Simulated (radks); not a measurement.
**Valence configurations of Fe**

An exercise on one series of results from a longer session: the logs are not shown, and one member is left open.

Method: Dirac Kohn-Sham, PBE, spin-unpolarised, spherical densities, finite nucleus; open shells are shared between the two j in proportion to 2j + 1. Code: radks (a radial shooting solver on a logarithmic mesh, Libxc functionals) version 1.

## The system

* element: iron (Z = 26)
* charge: 0
* electrons: 26
* configuration: [Ar] 3d6 4s2
* nuclear rms radius: 3.7377 fm
* others tried: 3d5 4s2 4p1; 3d6.5 4s1.5; 3d6.5 4s1 4p0.5; 3d5.5 4s2 4p0.5; 3d7 4s1; 3d4 4s2 4p2; 3d4 4s1 4p3; 3d7 4s0.5 4p0.5; 3d3 4s1 4p4

Outer shells as boxes (Hund's rule):

Fe
```
[Ar] core
3d [↑↓][↑ ][↑ ][↑ ][↑ ]
4s [↑↓]
```

The first run:

The run's settings:

```text
Z 26
configuration [Ar] 3d6 4s2
relativity Dirac
functional pbe,pbe
spin unpolarised
j_filling average
nucleus finite rms 3.7377 fm
c 137.035999084
```

Among the steps run: [Ar] 3d6 4s2.

One table of the session follows, with a row left open; its other results are not shown here.

It belongs to the step «[Ar] 3d6 4s2». Radial moments (bohr):

```
level     <r>  outermost maximum (interpolated)  90 % within  nodes
2p1/2  0.2334                             0.178        0.383      0
2p3/2  0.2365                             0.181        0.387      0
3s1/2  0.8105                             0.701         1.21      2
3p1/2  0.8514                             0.708         1.31      1
3p3/2  0.8608                             0.716         1.33      1
3d3/2       ?                                 ?            ?      ?
3d5/2   1.144                             0.713         2.02      0
4s1/2   2.989                              2.41         4.58      3
```

Q: Estimate the row for 3d3/2 from the others.

The run gave: <r>: 1.137; outermost maximum (interpolated): 0.710; 90 % within: 2.01; nodes: 0. In the column «<r>» it lies between 3p3/2 (0.8608) and 3d5/2 (1.144).
